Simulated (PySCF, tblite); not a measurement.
# C7H10OSSi: geometry, infrared bands and NMR shifts

What infrared bands and NMR shifts should C7H10OSSi (`C=C1C=C/C1=C\S[SiH2]OC`) show?

Computed with tblite 0.8.0 and PySCF 2.14.0, with density-fitted response routines of our own, on a single molecule in the gas phase. Atoms count from 0, in the outputs and in this text.

### Step 1. The molecule as given

20 atoms, charge 0, multiplicity 1; geometry from: force field or distance geometry start.

Bonds of the start (Å): C0–C1 1.31, C1–C2 1.47, C2–C3 1.31, C3–C4 1.43, C4–C5 1.33, C5–S6 1.81, S6–Si7 2.15, Si7–O8 1.73, O8–C9 1.40, C4–C1 1.47, C0–H10 1.11, C0–H11 1.08, C2–H12 1.10, C3–H13 1.11, C5–H14 1.10, Si7–H15 1.47, Si7–H16 1.47, C9–H17 1.11, C9–H18 1.13, C9–H19 1.11.

### Step 2. Geometry optimisation with GFN2-xTB

What the job is given:

```
{"job": {"kind": "relax", "xc": "GFN2-xTB", "basis": "xTB"}, "charge": 0, "multiplicity": 1}
C     -3.450900     1.232200    -1.309200
C     -2.849600     0.322300    -0.587300
C     -3.061900    -1.036800    -0.080100
C     -1.899500    -1.051400     0.522700
C     -1.556400     0.277500     0.110500
C     -0.564400     1.154600     0.216800
S      0.883100     0.666000     1.179700
Si     1.916800    -0.884200     0.111200
O      3.055000    -0.056900    -0.893900
C      4.141400     0.200200    -0.050100
H     -4.459900     1.020500    -1.726900
H     -3.034800     2.201500    -1.524500
H     -3.884800    -1.764100    -0.158300
H     -1.360800    -1.802900     1.139000
H     -0.622900     2.144300    -0.252700
H      2.600400    -1.730200     1.099800
H      1.006900    -1.635200    -0.770200
H      3.828600     1.052000     0.593500
H      4.240000    -0.730000     0.577400
H      5.068500     0.431300    -0.610000
```

Launch:

```sh
$ OMP_NUM_THREADS=1 python probes_run.py task.json out
```

One launch serves the whole session: the jobs run in the order shown.

**Question.** This job is followed by: GFN2-xTB harmonic vibrations, gas phase; GIAO PBE0/pcSseg-1 NMR shielding, non-relativistic, gas phase. Predict these results of the whole session: strongest single infrared mode (GFN2-xTB); zero-point energy (GFN2-xTB); 13C shifts against TMS (PBE0/pcSseg-1); 1H shifts against TMS (PBE0/pcSseg-1, means over atoms taken as alike); 33S shifts against CS2 (PBE0/pcSseg-1); 29Si shifts against TMS (PBE0/pcSseg-1); 17O shifts against H2O (PBE0/pcSseg-1).

**Answer**, as computed:

```
                                                              quantity                                               value
                             strongest single infrared mode (GFN2-xTB)                                718 cm⁻¹, 323 km/mol
                                          zero-point energy (GFN2-xTB)                                       90.6 kcal/mol
                                13C shifts against TMS (PBE0/pcSseg-1)  155.7, 152.6, 151.9, 146.2, 107.8, 100.0, 53.3 ppm
1H shifts against TMS (PBE0/pcSseg-1, means over atoms taken as alike)        7.02, 6.84, 5.83, 5.56, 4.96, 4.94, 3.87 ppm
                                33S shifts against CS2 (PBE0/pcSseg-1)                                             -87 ppm
                               29Si shifts against TMS (PBE0/pcSseg-1)                                           -17.1 ppm
                                17O shifts against H2O (PBE0/pcSseg-1)                                             4.7 ppm
```

What this shows: Over 204 steps the energy fell by 1.114 eV; of the close pairs, Si7–O8 changed most, 1.729 to 1.609 Å. All 54 modes are real, so the xTB geometry is a minimum. The strongest single mode, at 718 cm⁻¹, moves mainly H15 and H16. GFN2-xTB is a fitted tight-binding method: band positions and strengths are rough. Its intensities can rank the bands wrongly. At PBE0/pcSseg-1: Shielding is most anisotropic at S6 (span 368 ppm, paramagnetic term -470 ppm).
